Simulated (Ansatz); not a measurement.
# C₄H₁₂ClInN₂: small, medium and large basis sets

An exercise on one series of results from a longer session: the logs are not shown, and one member is left open.

Computed with Ansatz 0.2.0, Gaussian basis. Level: one geometry, several basis sets.

Plan: PBE0-D4/def2-SVP; ωB97M-V/def2-SVP; PBE0-D4/def2-QZVPP; ωB97M-V/def2-QZVPP; the functionals' def2-TZVPP values are taken from earlier runs.

1 further run of the same task is left out (for a known fault of the program). Runs told in other sessions of the task aren't counted.

### The relaxed structure

The geometry comes from an earlier relaxation with PBE0-D4 in a triple-zeta def2 set; it is a stationary point, not always the lowest conformer. In takes the def2 core potential; no spin-orbit term is included.

SMILES `C[N](C)[In]([Cl])[N](C)C`, 20 atoms, charge 0, spin multiplicity 1.

Atoms are counted from 1 here; the program's logs count them from 0.

Bond lengths: C1–N2 1.440 Å, C1–H9 1.100 Å, C1–H10 1.092 Å, C1–H11 1.101 Å, N2–C3 1.439 Å, N2–In4 1.998 Å, C3–H12 1.092 Å, C3–H13 1.100 Å, C3–H14 1.102 Å, In4–Cl5 2.338 Å, In4–N6 1.998 Å, N6–C7 1.441 Å, N6–C8 1.439 Å, C7–H15 1.101 Å, C7–H16 1.092 Å, C7–H17 1.100 Å, C8–H18 1.100 Å, C8–H19 1.102 Å and more. Angles: N2–C1–H9 110.8°, N2–C1–H10 111.1°, N2–C1–H11 112.2°, H9–C1–H10 107.7°, H9–C1–H11 107.1°, H10–C1–H11 107.8°, C1–N2–C3 113.1°, C1–N2–In4 121.4°, C3–N2–In4 124.0°, N2–C3–H12 111.6°, N2–C3–H13 110.8°, N2–C3–H14 112.5°, H12–C3–H13 107.2°, H12–C3–H14 107.5°, H13–C3–H14 107.0°, N2–In4–Cl5 114.1°, N2–In4–N6 131.2°, Cl5–In4–N6 114.2° and more.

The first run:

File in.yaml:

```yaml
crystal:
  periodic: [false, false, false]
  atoms:
    - {symbol: C, position_ang: [1.900855, -0.299869, -2.483848]}
    - {symbol: N, position_ang: [1.374504, -0.365918, -1.144641]}
    - {symbol: C, position_ang: [2.005946, -1.376445, -0.337942]}
    - {symbol: In, position_ang: [-0.323122, 0.562282, -0.646959]}
    - {symbol: Cl, position_ang: [-1.150249, 1.992860, -2.300421]}
    - {symbol: N, position_ang: [-1.309632, 0.660581, 1.087883]}
    - {symbol: C, position_ang: [-2.541569, 1.397569, 1.208021]}
    - {symbol: C, position_ang: [-1.063998, -0.215051, 2.203206]}
    - {symbol: H, position_ang: [2.974570, -0.060990, -2.469305]}
    - {symbol: H, position_ang: [1.397367, 0.474127, -3.066114]}
    - {symbol: H, position_ang: [1.787667, -1.253381, -3.022954]}
    - {symbol: H, position_ang: [1.607821, -1.385713, 0.679061]}
    - {symbol: H, position_ang: [3.088470, -1.195245, -0.261307]}
    - {symbol: H, position_ang: [1.877891, -2.388365, -0.753964]}
    - {symbol: H, position_ang: [-3.417238, 0.734972, 1.290875]}
    - {symbol: H, position_ang: [-2.696056, 2.047887, 0.344948]}
    - {symbol: H, position_ang: [-2.529088, 2.032422, 2.106257]}
    - {symbol: H, position_ang: [-1.022036, 0.353908, 3.143926]}
    - {symbol: H, position_ang: [-1.850871, -0.976603, 2.322739]}
    - {symbol: H, position_ang: [-0.111241, -0.739017, 2.100550]}
basis:
  gaussian: {orbitals: def2-SVP}
hamiltonian: {xc: pbe0, dispersion: d4}
output: {orbitals: {seedname: orbitals}}
```

The run is started by

```sh
> ansatz run in.yaml --threads 4 --pin off --events-out ev --progress --plain --max-ram 66560MiB --backend cpu
```

Among the steps run: PBE0-D4 in def2-SVP; ωB97M-V in def2-SVP; PBE0-D4 in def2-QZVPP; ωB97M-V in def2-QZVPP.

One of the session's tables, all rows but one given; the rest of the session is left out.

It belongs to the step «Functionals by basis». 

```
functional       basis  HOMO (eV)
   PBE0-D4    def2-SVP          ?
   PBE0-D4  def2-TZVPP      -6.01
   PBE0-D4  def2-QZVPP      -6.04
   ωB97M-V    def2-SVP      -8.14
   ωB97M-V  def2-TZVPP      -8.27
   ωB97M-V  def2-QZVPP      -8.30
```

Estimate the missing values for PBE0-D4, def2-SVP.

As computed: HOMO (eV): -5.89. In the column «HOMO (eV)» it is the highest.
